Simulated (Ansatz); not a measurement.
**CH5BN2 (SMILES B1NCN1) at B3LYP/6-31G(d) (spherical functions)**

What is the energy change on altering one bond length of CH5BN2 at B3LYP/6-31G* (spherical functions)? 

Program for the calculation: Ansatz 0.2.0.

49 further runs of the same task are left out: 49 set aside as unsound or not needed. Runs told in other sessions of the task aren't counted.

## (1) Starting point

CH5BN2: 9 atoms, total charge 0, spin state singlet. As SMILES, `B1NCN1`. Geometry: relaxed at PBE0-D4/def2-TZVP.

Bond lengths: B1–N2 1.430 Å, N2–C3 1.458 Å, B1–N4 1.430 Å, C3–N4 1.458 Å, B1–H5 1.191 Å, N2–H6 1.003 Å, C3–H7 1.097 Å, C3–H8 1.097 Å, N4–H9 1.003 Å. Some angles: B1–N2–C3 88.7°, N2–B1–N4 92.5°, N2–C3–N4 90.2°, B1–N4–C3 88.7°, B1–N2–H6 135.4°, C3–N2–H6 124.3°, N2–B1–H5 133.7°, N4–B1–H5 133.8°, N2–C3–H7 113.7°, N2–C3–H8 114.4°.

## (2) A single-point energy at B3LYP/6-31G(d) (spherical functions)

Contents of job.yaml:

```yaml
crystal:
  periodic: [false, false, false]
  atoms:
    - {symbol: B, position_ang: [-0.538100, 0.903800, -0.424200]}
    - {symbol: N, position_ang: [0.763900, 0.350100, -0.630900]}
    - {symbol: C, position_ang: [0.430100, -0.702400, 0.322000]}
    - {symbol: N, position_ang: [-0.891500, -0.116200, 0.513500]}
    - {symbol: H, position_ang: [-1.109600, 1.851900, -0.864600]}
    - {symbol: H, position_ang: [1.686500, 0.722000, -0.761500]}
    - {symbol: H, position_ang: [0.420000, -1.707100, -0.117100]}
    - {symbol: H, position_ang: [1.046900, -0.704100, 1.228600]}
    - {symbol: H, position_ang: [-1.719800, -0.644400, 0.717000]}
basis:
  gaussian: {orbitals: 6-31G_st_-spherical.json}
accuracy: high
hamiltonian: {xc: {name: B3LYP}}
output: {orbitals: {seedname: orbitals}}
```

The basis set 6-31G* is read from a file made from the Basis Set Exchange's data (not shown).

Command:

```console
ansatz run job.yaml --threads 1 --pin off --max-ram 3480MiB --events-out events.jsonl --progress --plain --runs-dir runs
```

The log of the run:

```text
Warning: RAYON_NUM_THREADS=1 ignored (pool sized by the plan → 1); use --threads N
Functional definition: B3LYP
  name "B3LYP"
  parameter a0 = 0.2
  parameter ax = 0.72
  parameter ac = 0.81
  exchange = (1 - a0 - ax)*slater_x + ax*b88_x + a0*exact_x
  correlation = (1 - ac)*vwn_rpa_c + ac*lyp_c
1652 factors; integrals over basis functions are off by at most 3.1e-9 eV
mean field evaluation 1: about -4767.8499 eV, gradient 5.9e1 eV
mean field evaluation 2: about -4760.2138 eV, gradient 8.3e1 eV
mean field evaluation 4: about -4775.1881 eV, gradient 2.0e0 eV
mean field evaluation 8: about -4775.1891 eV, gradient 7.2e-2 eV
mean field evaluation 16: about -4775.1891 eV, gradient 1.9e-6 eV
mean field -4775.18913613 eV, -175.4849640135 hartree, gradient 7.4e-8 eV, S^2 0.000000; 0 other end points of the search recorded, 0 dependent functions left out
reference -4775.18916945 eV, -175.4849652379 hartree; 15, 15 occupied and 51, 51 virtual orbitals, 1652 factors
Total energy: -4775.18916945 eV, -175.4849652379 hartree
```

Wall time 7.2 s (1 thread of Arm Neoverse N1, shared host); peak memory 0.19 GiB.

## (3) The distorted shape at the same level

Contents of run.yaml:

```yaml
crystal:
  periodic: [false, false, false]
  atoms:
    - {symbol: B, position_ang: [-0.530020, 1.707544, -0.072927]}
    - {symbol: "N", position_ang: [0.771980, 1.153844, -0.279627]}
    - {symbol: C, position_ang: [0.438180, 0.101344, 0.673273]}
    - {symbol: "N", position_ang: [-0.883420, 0.687544, 0.864773]}
    - {symbol: H, position_ang: [-1.101520, 2.655644, -0.513327]}
    - {symbol: H, position_ang: [1.694580, 1.525744, -0.410227]}
    - {symbol: H, position_ang: [0.420000, -1.707100, -0.117100]}
    - {symbol: H, position_ang: [1.054980, 0.099644, 1.579873]}
    - {symbol: H, position_ang: [-1.711720, 0.159344, 1.068273]}
basis:
  gaussian: {orbitals: 6-31G_st_-spherical.json}
hamiltonian: {xc: {name: B3LYP}}
accuracy: high
output: {orbitals: {seedname: orbitals}}
```

The basis set 6-31G* is read from a file made from the Basis Set Exchange's data (not shown).

Command:

```console
ansatz run run.yaml --threads 1 --pin off --max-ram 3480MiB --events-out events.jsonl --progress --plain --runs-dir runs
```

The log of the run (excerpt; [...] marks lines left out):

```text
Warning: RAYON_NUM_THREADS=1 ignored (pool sized by the plan → 1); use --threads N
[... 7 set-up lines as earlier in the session ...]
1657 factors; integrals over basis functions are off by at most 3.1e-9 eV
mean field evaluation 1: about -4764.1951 eV, gradient 6.0e1 eV
mean field evaluation 2: about -4751.1832 eV, gradient 9.2e1 eV
mean field evaluation 4: about -4772.0126 eV, gradient 6.3e0 eV
mean field evaluation 8: about -4772.1353 eV, gradient 8.6e-2 eV
mean field evaluation 16: about -4772.1354 eV, gradient 2.4e-5 eV
mean field -4772.13535943 eV, -175.3727397894 hartree, gradient 8.1e-8 eV, S^2 0.000000; 0 other end points of the search recorded, 0 dependent functions left out
reference -4772.13539514 eV, -175.3727411018 hartree; 15, 15 occupied and 51, 51 virtual orbitals, 1657 factors
Total energy: -4772.13539514 eV, -175.3727411018 hartree
```

Wall time 7.5 s (1 thread of Arm Neoverse N1, shared host); peak memory 0.19 GiB.

## (4) What came out

At B3LYP/6-31G* (spherical functions):

```
                                                         quantity          value
                                        first shape: total energy  -175.48497 Eh
                                         first shape: HOMO energy       -6.32 eV
                                         first shape: LUMO energy        1.58 eV
                                       first shape: HOMO–LUMO gap        7.90 eV
                                    distorted shape: total energy  -175.37274 Eh
                                     distorted shape: HOMO energy       -6.47 eV
                                     distorted shape: LUMO energy       -1.34 eV
                                   distorted shape: HOMO–LUMO gap        5.13 eV
energy change with the C3–H7 bond stretched from 1.097 to 1.974 Å       3.054 eV
```

With the C3–H7 bond stretched from 1.097 to 1.974 Å the energy rises by 3.05 eV (70 kcal/mol). The first shape isn't relaxed at this level, so the change isn't measured from a minimum. A restricted reference can't describe the breaking bond well at this length.
